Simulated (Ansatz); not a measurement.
# AlH8N3S: the cost of one run

All numbers below are computed with Ansatz 0.2.0 (UKS B3LYP-D4/STO-3G).

**1. Starting point**

Bond lengths: Al1–S2 2.639 Å, Al1–N3 1.772 Å, Al1–N4 1.776 Å, Al1–N6 2.239 Å, S2–H7 1.328 Å, N3–H8 1.009 Å, N3–H9 1.011 Å, N4–H10 1.011 Å, N4–H11 1.009 Å, N6–H12 1.010 Å, N6–H13 1.012 Å. Angles (14 of 16 angles, heavy atoms first): S2–Al1–N3 106.6°, S2–Al1–N4 108.4°, S2–Al1–N6 76.3°, N3–Al1–N4 132.3°, N3–Al1–N6 109.0°, N4–Al1–N6 110.0°, Al1–S2–H7 89.7°, Al1–N3–H8 127.2°, Al1–N3–H9 123.6°, Al1–N4–H10 128.4°, Al1–N4–H11 123.3°, Al1–N6–H12 122.0°, Al1–N6–H13 125.1°, H8–N3–H9 108.6°.

Structure file:

```xyz
13

Al    0.2874   -0.1936    0.4478
S     0.4071    2.1797   -0.7011
N     1.8994   -0.9132    0.2942
N    -0.8574   -0.1023    1.8025
H    -0.4073    0.7913   -1.4949
N    -0.8243   -0.4793   -1.4750
H    -0.7293    2.5185   -0.1033
H     2.3343   -1.5762    0.9184
H     2.5880   -0.6055   -0.3792
H    -1.7252    0.4130    1.8575
H    -0.7308   -0.6018    2.6704
H    -0.4105   -0.9494   -2.2679
H    -1.8314   -0.4810   -1.5693
```

**2. Run 1**

150 steps of 0.5 fs at constant energy, with velocities drawn for 300 K.

The input, input.yaml:

```yaml
crystal:
  periodic: [false, false, false]
  atoms:
    - { symbol: Al, position_ang: [0.2874, -0.1936, 0.4478] }
    - { symbol: S, position_ang: [0.4071, 2.1797, -0.7011] }
    - { symbol: "N", position_ang: [1.8994, -0.9132, 0.2942] }
    - { symbol: "N", position_ang: [-0.8574, -0.1023, 1.8025] }
    - { symbol: H, position_ang: [-0.4073, 0.7913, -1.4949] }
    - { symbol: "N", position_ang: [-0.8243, -0.4793, -1.475] }
    - { symbol: H, position_ang: [-0.7293, 2.5185, -0.1033] }
    - { symbol: H, position_ang: [2.3343, -1.5762, 0.9184] }
    - { symbol: H, position_ang: [2.588, -0.6055, -0.3792] }
    - { symbol: H, position_ang: [-1.7252, 0.413, 1.8575] }
    - { symbol: H, position_ang: [-0.7308, -0.6018, 2.6704] }
    - { symbol: H, position_ang: [-0.4105, -0.9494, -2.2679] }
    - { symbol: H, position_ang: [-1.8314, -0.481, -1.5693] }
magnetization:
  spin_polarized: true
basis:
  gaussian: { orbitals: STO-3G }
hamiltonian:
  xc: b3lyp
  dispersion: d4
md:
  timestep: 0.5
  n_steps: 150
  ensemble: nve
  temperature: 300.0
  initial_velocities: maxwell_boltzmann
  seed: 806403
```

Started as:

```
$ ansatz run input.yaml --threads 1 --pin off --max-ram 2048MiB --backend cpu --events-out ev --progress --plain --runs-dir out
```

Q: Estimate wall time and peak memory on 1 thread of Arm Neoverse V2, shared host.

About 9 min, with a peak of 0.15 GiB.
